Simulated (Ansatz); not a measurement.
# C₈H₂₀Si: how energies converge with the basis set

How large a basis does C₈H₂₀Si need? Two functionals are run in growing sets.

Program: Ansatz 0.2.0, Gaussian basis. Level of theory: one geometry, several basis sets. These are calculated values, not measurements.

Levels to be run: PBE0-D4/def2-SVP; ωB97M-V/def2-SVP; PBE0-D4/def2-QZVPP; ωB97M-V/def2-QZVPP; the functionals' def2-TZVPP values are taken from earlier runs.

1 further run of the same task is left out (it didn't finish).

### Step 1. The relaxed structure

All runs share one geometry, relaxed beforehand with PBE0-D4 in a triple-zeta def2 set.

SMILES `CC(C)[Si](C)(C)C(C)C`, 29 atoms, charge 0, spin multiplicity 1.

Atoms are counted from 1 here; the program's logs count them from 0.

Bond lengths: C1–C2 1.526 Å, C1–H10 1.095 Å, C1–H11 1.095 Å, C1–H12 1.093 Å, C2–C3 1.526 Å, C2–Si4 1.895 Å, C2–H13 1.099 Å, C3–H14 1.094 Å, C3–H15 1.093 Å, C3–H16 1.095 Å, Si4–C5 1.878 Å, Si4–C6 1.878 Å, Si4–C7 1.895 Å, C5–H17 1.093 Å, C5–H18 1.093 Å, C5–H19 1.093 Å, C6–H20 1.093 Å, C6–H21 1.093 Å and more. Angles: C2–C1–H10 111.1°, C2–C1–H11 111.2°, C2–C1–H12 112.3°, H10–C1–H11 107.0°, H10–C1–H12 107.5°, H11–C1–H12 107.5°, C1–C2–C3 110.8°, C1–C2–Si4 112.2°, C1–C2–H13 108.1°, C3–C2–Si4 112.0°, C3–C2–H13 107.7°, Si4–C2–H13 105.7°, C2–C3–H14 111.3°, C2–C3–H15 112.2°, C2–C3–H16 111.1°, H14–C3–H15 107.6°, H14–C3–H16 107.0°, H15–C3–H16 107.5° and more.

### Step 2. PBE0-D4 in def2-SVP

The input, in.yaml:

```yaml
crystal:
  periodic: [false, false, false]
  atoms:
    - {symbol: C, position_ang: [-1.231242, -0.827759, 2.014307]}
    - {symbol: C, position_ang: [-0.972748, 0.472003, 1.257353]}
    - {symbol: C, position_ang: [-0.703463, 1.619187, 2.227663]}
    - {symbol: Si, position_ang: [0.407484, 0.288995, -0.027789]}
    - {symbol: C, position_ang: [2.040398, -0.048664, 0.836697]}
    - {symbol: C, position_ang: [0.548535, 1.880320, -1.015464]}
    - {symbol: C, position_ang: [0.005934, -1.153257, -1.189155]}
    - {symbol: C, position_ang: [-1.370332, -1.008820, -1.832768]}
    - {symbol: C, position_ang: [1.083105, -1.349148, -2.252838]}
    - {symbol: H, position_ang: [-2.049417, -0.709726, 2.732984]}
    - {symbol: H, position_ang: [-0.348296, -1.138515, 2.581804]}
    - {symbol: H, position_ang: [-1.497788, -1.650339, 1.345813]}
    - {symbol: H, position_ang: [-1.878955, 0.720730, 0.687933]}
    - {symbol: H, position_ang: [0.194236, 1.431364, 2.824769]}
    - {symbol: H, position_ang: [-0.562966, 2.572348, 1.711760]}
    - {symbol: H, position_ang: [-1.535172, 1.744704, 2.929294]}
    - {symbol: H, position_ang: [2.016209, -0.994183, 1.385103]}
    - {symbol: H, position_ang: [2.282527, 0.744567, 1.548755]}
    - {symbol: H, position_ang: [2.861661, -0.103571, 0.117538]}
    - {symbol: H, position_ang: [0.833624, 2.717452, -0.373117]}
    - {symbol: H, position_ang: [1.308203, 1.794943, -1.796806]}
    - {symbol: H, position_ang: [-0.398371, 2.139258, -1.496775]}
    - {symbol: H, position_ang: [-0.006566, -2.051092, -0.555850]}
    - {symbol: H, position_ang: [-2.169425, -0.938634, -1.090395]}
    - {symbol: H, position_ang: [-1.423390, -0.112129, -2.458355]}
    - {symbol: H, position_ang: [-1.595622, -1.864414, -2.478553]}
    - {symbol: H, position_ang: [0.862138, -2.218583, -2.881356]}
    - {symbol: H, position_ang: [2.072579, -1.503801, -1.815283]}
    - {symbol: H, position_ang: [1.147515, -0.481536, -2.916768]}
basis:
  gaussian: {orbitals: def2-SVP}
hamiltonian: {xc: pbe0, dispersion: d4}
output: {orbitals: {seedname: orbitals}}
```

The runs that follow: ωB97M-V in def2-SVP; PBE0-D4 in def2-QZVPP; ωB97M-V in def2-QZVPP.

**Question.** What will the summary of the whole plan be? Wanted: PBE0-D4: double and triple zeta above quadruple; ωB97M-V: double and triple zeta above quadruple.

As calculated:

```
                                       quantity           value
PBE0-D4: double and triple zeta above quadruple  12.87, 0.76 eV
ωB97M-V: double and triple zeta above quadruple  13.52, 0.74 eV
```

**Reading.** PBE0-D4 gains 12.10 eV from double to triple zeta, then 0.76 eV more. Total energies overstate the basis error of differences, where much of it tends to cancel. The LUMO of ωB97M-V is positive and keeps falling with the basis (2.98 to 1.56 eV): an unbound level that the basis holds in place.
